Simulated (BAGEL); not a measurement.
# One shape, several levels: AlNH3SF (SMILES [NH2][Al]([F])[SH])

Aim: a comparison of 4 runs (B3LYP/6-31G*, B3LYP/cc-pVDZ, PBE0/cc-pVDZ, RI-MP2/cc-pVDZ) of AlNH3SF. 

The results are computed with BAGEL 1.2.2.

## 1. The structure to begin with

AlNH3SF: 7 atoms, total charge 0, spin state singlet. As SMILES, `[NH2][Al]([F])[SH]`. The coordinates come from a PBE0-D4/def2-TZVP relaxation. This is one conformer, not always the lowest.

Bond lengths: N1–Al2 1.752 Å, Al2–F3 1.648 Å, Al2–S4 2.172 Å, N1–H5 1.007 Å, N1–H6 1.006 Å, S4–H7 1.345 Å. Angles: N1–Al2–F3 119.4°, N1–Al2–S4 121.8°, F3–Al2–S4 118.8°, Al2–N1–H5 124.5°, Al2–N1–H6 124.8°, Al2–S4–H7 91.8°, H5–N1–H6 110.7°.

## 2. A single-point energy at B3LYP/6-31G(d) (density fitting with qzvpp-jkfit, spherical functions) (run 1)

Input file job.json:

```json
{ "bagel": [

{
  "title": "molecule",
  "basis": "6-31gs.json",
  "df_basis": "qzvpp-jkfit",
  "angstrom": true,
  "geometry": [
    { "atom": "N", "xyz": [   -0.857100,    0.816800,    0.836500 ] },
    { "atom": "Al", "xyz": [    0.369600,   -0.126100,    0.014800 ] },
    { "atom": "F", "xyz": [    1.871900,   -0.254700,    0.680200 ] },
    { "atom": "S", "xyz": [   -0.032400,   -1.136900,   -1.865300 ] },
    { "atom": "H", "xyz": [   -0.715300,    1.300000,    1.708000 ] },
    { "atom": "H", "xyz": [   -1.797600,    0.950100,    0.504500 ] },
    { "atom": "H", "xyz": [    1.222000,   -1.617300,   -1.924400 ] }
  ]
},
{ "title": "ks", "xc_func": "b3lyp", "charge": 0 },
{ "title": "print", "file": "orbitals.molden", "orbitals": true }

]}
```

The basis set 6-31G* is read from a file made from the Basis Set Exchange's data (not shown).

Launch:

```console
$ BAGEL_NUM_THREADS=1 BAGEL job.json > job.out
```

The program printed:

```text
* using 1 threads per process

  ===============================================================
  ===============================================================

  *** Geometry ***

  { "atom" : "N", "xyz" : [     -1.619684,      1.543528,      1.580756 ] },
  { "atom" : "Al", "xyz" : [      0.698443,     -0.238294,      0.027968 ] },
  { "atom" : "F", "xyz" : [      3.537378,     -0.481313,      1.285392 ] },
  { "atom" : "S", "xyz" : [     -0.061227,     -2.148430,     -3.524906 ] },
  { "atom" : "H", "xyz" : [     -1.351721,      2.456644,      3.227652 ] },
  { "atom" : "H", "xyz" : [     -3.396972,      1.795429,      0.953367 ] },
  { "atom" : "H", "xyz" : [      2.309245,     -3.056254,     -3.636589 ] },

  Number of auxiliary basis functions:      464

  Since a DF basis is specified, we compute 2- and 3-index integrals:
    o Being stored without compression. Storage requirement is 0.018 GB

  Number of basis functions:       70
  Number of electrons      :       48

    * METHOD: MOLECULE                             0.18

  *** Kohn-Sham DFT ***

    * Removing 11958 points whose weight is below 1.00e-10
    * Grid points: 92384

  === Nuclear Repulsion ===
   199.3240623080

       - DIIS with orbital gradients will be used.

  === KS iteration (b3lyp / 6-31gs.json) ===
      0       -771.27057059          0.12305334           0.31
      1       -719.46328469          0.15439513           0.27
      2       -757.93785177          0.14018055           0.27
      3       -785.51053926          0.09702058           0.27
      4       -793.88400492          0.07072348           0.27
      5       -796.86861503          0.02619276           0.26
      6       -797.07328898          0.01227245           0.26
      7       -797.14494938          0.00754856           0.27
      8       -797.15408218          0.00431496           0.26
      9       -797.16721914          0.00075799           0.27
     10       -797.16742713          0.00026409           0.26
     11       -797.16745950          0.00002182           0.26
     12       -797.16745968          0.00000615           0.27
     13       -797.16745969          0.00000434           0.26
     14       -797.16745969          0.00000121           0.26
     15       -797.16745969          0.00000033           0.26
     16       -797.16745969          0.00000007           0.25
     17       -797.16745969          0.00000003           0.26
     18       -797.16745969          0.00000001           0.26
    * SCF iteration converged.

    * Permanent dipole moment:
           (    0.396760,    -0.366657,    -0.364234) a.u.

    * METHOD: KS                                   5.48

    * METHOD: PRINT                                0.02

  ===============================================================
```

Wall time 6 s (1 thread of AMD EPYC 9B14 (Zen 4), shared host); peak memory 0.34 GiB.

## 3. A single-point energy at B3LYP/cc-pVDZ (density fitting with qzvpp-jkfit) (run 2)

Input file input.json:

```json
{ "bagel": [

{
  "title": "molecule",
  "basis": "cc-pvdz.json",
  "df_basis": "qzvpp-jkfit",
  "angstrom": "true",
  "geometry": [
    { "atom": "N", "xyz": [   -0.857100,    0.816800,    0.836500 ] },
    { "atom": "Al", "xyz": [    0.369600,   -0.126100,    0.014800 ] },
    { "atom": "F", "xyz": [    1.871900,   -0.254700,    0.680200 ] },
    { "atom": "S", "xyz": [   -0.032400,   -1.136900,   -1.865300 ] },
    { "atom": "H", "xyz": [   -0.715300,    1.300000,    1.708000 ] },
    { "atom": "H", "xyz": [   -1.797600,    0.950100,    0.504500 ] },
    { "atom": "H", "xyz": [    1.222000,   -1.617300,   -1.924400 ] }
  ]
},
{ "title": "ks", "xc_func": "b3lyp" },
{ "title": "print", "file": "orbitals.molden", "orbitals": "true" }

]}
```

The basis set cc-pVDZ is read from a file made from the Basis Set Exchange's data (not shown).

Launch:

```console
$ BAGEL_NUM_THREADS=1 BAGEL input.json > input.out
```

The program printed:

```text
* using 1 threads per process

  ===============================================================
  ===============================================================

  *** Geometry ***

  { "atom" : "N", "xyz" : [     -1.619684,      1.543528,      1.580756 ] },
  { "atom" : "Al", "xyz" : [      0.698443,     -0.238294,      0.027968 ] },
  { "atom" : "F", "xyz" : [      3.537378,     -0.481313,      1.285392 ] },
  { "atom" : "S", "xyz" : [     -0.061227,     -2.148430,     -3.524906 ] },
  { "atom" : "H", "xyz" : [     -1.351721,      2.456644,      3.227652 ] },
  { "atom" : "H", "xyz" : [     -3.396972,      1.795429,      0.953367 ] },
  { "atom" : "H", "xyz" : [      2.309245,     -3.056254,     -3.636589 ] },

  Number of auxiliary basis functions:      464

  Since a DF basis is specified, we compute 2- and 3-index integrals:
    o Being stored without compression. Storage requirement is 0.023 GB

  Number of basis functions:       79
  Number of electrons      :       48

    * METHOD: MOLECULE                             0.18

  *** Kohn-Sham DFT ***

    * Removing 11958 points whose weight is below 1.00e-10
    * Grid points: 92384

  === Nuclear Repulsion ===
   199.3240623080

       - DIIS with orbital gradients will be used.

  === KS iteration (b3lyp / cc-pvdz.json) ===
      0       -772.82433470          0.08733156           0.34
      1       -710.90707506          0.17403510           0.30
      2       -760.77554231          0.10490020           0.29
      3       -767.82674973          0.14474581           0.28
      4       -796.49824557          0.03550143           0.28
      5       -797.11994035          0.01409629           0.28
      6       -797.18234802          0.00820156           0.28
      7       -797.21272151          0.00180475           0.29
      8       -797.21476737          0.00063529           0.29
      9       -797.21502181          0.00010034           0.29
     10       -797.21502598          0.00006691           0.29
     11       -797.21502921          0.00000775           0.29
     12       -797.21502922          0.00000601           0.30
     13       -797.21502924          0.00000121           0.30
     14       -797.21502924          0.00000043           0.29
     15       -797.21502924          0.00000012           0.29
     16       -797.21502924          0.00000004           0.29
     17       -797.21502924          0.00000001           0.28
     18       -797.21502924          0.00000000           0.28
    * SCF iteration converged.

    * Permanent dipole moment:
           (    0.511354,    -0.323152,    -0.226890) a.u.

    * METHOD: KS                                   6.11

    * METHOD: PRINT                                0.02

  ===============================================================
```

Run time: 6.6 s. Hardware: 1 thread of AMD EPYC 9B14 (Zen 4), shared host; peak memory 0.37 GiB.

## 4. A single-point energy at PBE0/cc-pVDZ (density fitting with qzvpp-jkfit) (run 3)

Input file dft.json:

```json
{ "bagel" : [

{
  "title" : "molecule",
  "basis" : "cc-pvdz.json",
  "df_basis" : "qzvpp-jkfit",
  "angstrom" : true,
  "geometry" : [
    { "atom" : "N", "xyz" : [   -0.857100,    0.816800,    0.836500 ] },
    { "atom" : "Al", "xyz" : [    0.369600,   -0.126100,    0.014800 ] },
    { "atom" : "F", "xyz" : [    1.871900,   -0.254700,    0.680200 ] },
    { "atom" : "S", "xyz" : [   -0.032400,   -1.136900,   -1.865300 ] },
    { "atom" : "H", "xyz" : [   -0.715300,    1.300000,    1.708000 ] },
    { "atom" : "H", "xyz" : [   -1.797600,    0.950100,    0.504500 ] },
    { "atom" : "H", "xyz" : [    1.222000,   -1.617300,   -1.924400 ] }
  ]
},
{ "title" : "ks", "xc_func" : "pbe0" },
{ "title" : "print", "file" : "orbitals.molden", "orbitals" : true }

]}
```

The basis set cc-pVDZ is read from a file made from the Basis Set Exchange's data (not shown).

Launch:

```console
$ BAGEL_NUM_THREADS=1 BAGEL dft.json > dft.out
```

The program printed:

```text
* using 1 threads per process

  ===============================================================
  ===============================================================

  *** Geometry ***

  { "atom" : "N", "xyz" : [     -1.619684,      1.543528,      1.580756 ] },
  { "atom" : "Al", "xyz" : [      0.698443,     -0.238294,      0.027968 ] },
  { "atom" : "F", "xyz" : [      3.537378,     -0.481313,      1.285392 ] },
  { "atom" : "S", "xyz" : [     -0.061227,     -2.148430,     -3.524906 ] },
  { "atom" : "H", "xyz" : [     -1.351721,      2.456644,      3.227652 ] },
  { "atom" : "H", "xyz" : [     -3.396972,      1.795429,      0.953367 ] },
  { "atom" : "H", "xyz" : [      2.309245,     -3.056254,     -3.636589 ] },

  Number of auxiliary basis functions:      464

  Since a DF basis is specified, we compute 2- and 3-index integrals:
    o Being stored without compression. Storage requirement is 0.023 GB

  Number of basis functions:       79
  Number of electrons      :       48

    * METHOD: MOLECULE                             0.18

  *** Kohn-Sham DFT ***

    * Removing 11958 points whose weight is below 1.00e-10
    * Grid points: 92384

  === Nuclear Repulsion ===
   199.3240623080

       - DIIS with orbital gradients will be used.

  === KS iteration (pbe0 / cc-pvdz.json) ===
      0       -772.42424248          0.08711416           0.33
      1       -711.44582156          0.17346975           0.29
      2       -760.62169304          0.09741816           0.30
      3       -758.72652000          0.19520545           0.29
      4       -782.93955424          0.12075906           0.28
      5       -794.28834948          0.06349742           0.28
      6       -790.29950742          0.10193500           0.28
      7       -784.01345174          0.09948114           0.28
      8       -784.35635474          0.12076941           0.28
      9       -796.58214463          0.01485076           0.28
     10       -796.68608789          0.01087421           0.28
     11       -796.76435575          0.00162648           0.28
     12       -796.76594074          0.00038211           0.27
     13       -796.76601027          0.00015120           0.28
     14       -796.76602089          0.00003024           0.28
     15       -796.76602143          0.00001082           0.27
     16       -796.76602152          0.00000303           0.28
     17       -796.76602152          0.00000109           0.27
     18       -796.76602152          0.00000043           0.28
     19       -796.76602152          0.00000025           0.28
     20       -796.76602152          0.00000006           0.28
     21       -796.76602152          0.00000001           0.28
     22       -796.76602152          0.00000001           0.28
    * SCF iteration converged.

    * Permanent dipole moment:
           (    0.500689,    -0.323148,    -0.232953) a.u.

    * METHOD: KS                                   7.04

    * METHOD: PRINT                                0.02

  ===============================================================
```

Wall time 7.5 s (1 thread of AMD EPYC 9B14 (Zen 4), shared host); peak memory 0.37 GiB.

## 5. The energy at RI-MP2/cc-pVDZ (density fitting with qzvpp-jkfit) (run 4)

Input file calc.json:

```json
{ "bagel": [

{
  "title": "molecule",
  "basis": "cc-pvdz.json",
  "df_basis": "qzvpp-jkfit",
  "angstrom": "true",
  "geometry": [
    { "atom": "N", "xyz": [   -0.857100,    0.816800,    0.836500 ] },
    { "atom": "Al", "xyz": [    0.369600,   -0.126100,    0.014800 ] },
    { "atom": "F", "xyz": [    1.871900,   -0.254700,    0.680200 ] },
    { "atom": "S", "xyz": [   -0.032400,   -1.136900,   -1.865300 ] },
    { "atom": "H", "xyz": [   -0.715300,    1.300000,    1.708000 ] },
    { "atom": "H", "xyz": [   -1.797600,    0.950100,    0.504500 ] },
    { "atom": "H", "xyz": [    1.222000,   -1.617300,   -1.924400 ] }
  ]
},
{
  "title": "hf"
},
{
  "title": "mp2",
  "ncore": 12
}

]}
```

The basis set cc-pVDZ is read from a file made from the Basis Set Exchange's data (not shown).

Launch:

```console
$ BAGEL_NUM_THREADS=1 BAGEL calc.json > calc.out
```

The program printed:

```text
* using 1 threads per process

  ===============================================================
  ===============================================================

  *** Geometry ***

  { "atom" : "N", "xyz" : [     -1.619684,      1.543528,      1.580756 ] },
  { "atom" : "Al", "xyz" : [      0.698443,     -0.238294,      0.027968 ] },
  { "atom" : "F", "xyz" : [      3.537378,     -0.481313,      1.285392 ] },
  { "atom" : "S", "xyz" : [     -0.061227,     -2.148430,     -3.524906 ] },
  { "atom" : "H", "xyz" : [     -1.351721,      2.456644,      3.227652 ] },
  { "atom" : "H", "xyz" : [     -3.396972,      1.795429,      0.953367 ] },
  { "atom" : "H", "xyz" : [      2.309245,     -3.056254,     -3.636589 ] },

  Number of auxiliary basis functions:      464

  Since a DF basis is specified, we compute 2- and 3-index integrals:
    o Being stored without compression. Storage requirement is 0.023 GB

  Number of basis functions:       79
  Number of electrons      :       48

    * METHOD: MOLECULE                             0.18

  *** RHF ***

  === Nuclear Repulsion ===
   199.3240623080

      * DIIS with orbital gradients will be used.

  === RHF iteration (cc-pvdz.json) ===
      0       -794.95304674          0.02017997           0.06
      1       -795.14670630          0.01347774           0.05
      2       -795.25155374          0.00133901           0.05
      3       -795.25309670          0.00035661           0.05
      4       -795.25319327          0.00012966           0.05
      5       -795.25320995          0.00003073           0.05
      6       -795.25321128          0.00000978           0.05
      7       -795.25321140          0.00000289           0.05
      8       -795.25321141          0.00000132           0.05
      9       -795.25321141          0.00000039           0.05
     10       -795.25321141          0.00000018           0.05
     11       -795.25321141          0.00000008           0.05
     12       -795.25321141          0.00000002           0.05
     13       -795.25321141          0.00000001           0.05
    * SCF iteration converged.

    * Permanent dipole moment:
           (    0.517659,    -0.325630,    -0.226953) a.u.

    * METHOD: HF                                   0.84

  *** RHF ***

  === Nuclear Repulsion ===
   199.3240623080

      * DIIS with orbital gradients will be used.

  === RHF iteration (cc-pvdz.json) ===
      0       -795.25321141          0.00000000           0.05
    * SCF iteration converged.

    * Permanent dipole moment:
           (    0.517658,    -0.325630,    -0.226953) a.u.

  === DF-MP2 calculation ===

    * freezing 12 orbitals
    * 3-index integral transformation done
    * assembly done

      MP2 correlation energy:   -0.5519721342      0.02

      MP2 total energy:       -795.8051835415

    * METHOD: MP2                                  0.13

  ===============================================================
```

Wall time 1.3 s (1 thread of AMD EPYC 9B14 (Zen 4), shared host).

## 6. Overview of the runs

| run | level | frozen core orbitals | energy (Eh) | dipole moment (D) | HOMO energy (eV) | LUMO energy (eV) | wall time |
| --- | --- | --- | --- | --- | --- | --- | --- |
| 1 | B3LYP/6-31G* (density fitting with qzvpp-jkfit, spherical functions) | – | -797.167460 | 1.66 | -7.06 | -0.51 | 6 s |
| 2 | B3LYP/cc-pVDZ (density fitting with qzvpp-jkfit) | – | -797.215029 | 1.64 | -7.08 | -0.39 | 6.6 s |
| 3 | PBE0/cc-pVDZ (density fitting with qzvpp-jkfit) | – | -796.766022 | 1.63 | -7.39 | -0.14 | 7.5 s |
| 4 | RI-MP2/cc-pVDZ (density fitting with qzvpp-jkfit) | 12 | -795.805184 | – | – | – | 1.3 s |

## 7. Summary of results

| quantity | value |
| --- | --- |
| run 4: total energy | -795.80518 Eh |
| run 4: correlation energy (12 core orbitals frozen) | -552.0 mEh |

**Reading.** Over runs 1, 2, 3 the dipole moment (its size) runs from 1.63 D (PBE0/cc-pVDZ) to 1.66 D (B3LYP/6-31G*). The two ends differ in method and basis. Over runs 1, 2, 3 the HOMO–LUMO gap runs from 6.55 eV (B3LYP/6-31G*) to 7.25 eV (PBE0/cc-pVDZ). Totals of different functionals can't be ranked against each other. All runs together took 21 s, the longest 7.5 s.
